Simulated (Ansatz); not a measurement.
# LuSe: the cost of one run

Computed with Ansatz 0.2.0 (DFT PBEsol, scalar-relativistic, plane waves, PAW, unless a step's input says otherwise).

**1. The system as given**

The structure is cubic, space group Fm-3m (No. 225). The conventional cell has a = 5.552 Å, b = 5.552 Å, c = 5.552 Å, α = 90.00°, β = 90.00°, γ = 90.00°. Lu (site symmetry m-3m) has 6 Se at 2.78 Å as nearest neighbours. Se (site symmetry m-3m) has 6 Lu at 2.78 Å as nearest neighbours.

As a file:

```
Lu Se
1.0
     0.00000    2.77578    2.77578
     2.77578    0.00000    2.77578
     2.77578    2.77578    0.00000
Lu Se
1 1
Direct
  0.50000 0.50000 0.50000
  0.00000 0.00000 0.00000
```

This cell was relaxed beforehand with the same method: volume 21.39 Å³/atom, gap on the mesh none (metal).

**2. Plan of the line**

The energy is mapped over two homogeneous strains (x along [1 0 0], y along [0 1 0], z along [0 0 1] of the conventional cell).

- engineering shear strain xy: 9 values from −14.0 to 14.0 %
- equal normal strain along x and y: 9 values from −4 to 4 %

Nothing else is relaxed (symmetry fixes all fractional coordinates). Energies count from the relaxed crystal. Points are written as (first, second).

**3. The run at (−14.0 %, −4 %)**

input.yaml

```yaml
crystal:
  lattice:
    - [-0.1943043578, 2.6647454785, 2.7757765401]
    - [2.6647454785, -0.1943043578, 2.7757765401]
    - [2.4704411207, 2.4704411207, 0.0]
  atoms:
    - { symbol: Lu, position: [0.5, 0.5, 0.5] }
    - { symbol: Se, position: [0.0, 0.0, 0.0] }
basis:
  ecutwfc: 420
kpoints:
  mp_grid: { grid: [14, 14, 14] }
hamiltonian:
  xc: pbesol
scf:
  occupations: { method: gaussian, width: 0.15 }
output:
  forces: true
  stress: true
  eigenvalues: true
```

Command:

```sh
$ ansatz run input.yaml --threads 2 --pin off --max-ram 5120MiB --backend cpu --events-out ev --progress --plain --runs-dir out
```

What time and memory should one allow on 2 threads of Intel Xeon 6975P-C (Granite Rapids), shared host?

About 6.8 s, with a peak of 0.65 GiB.
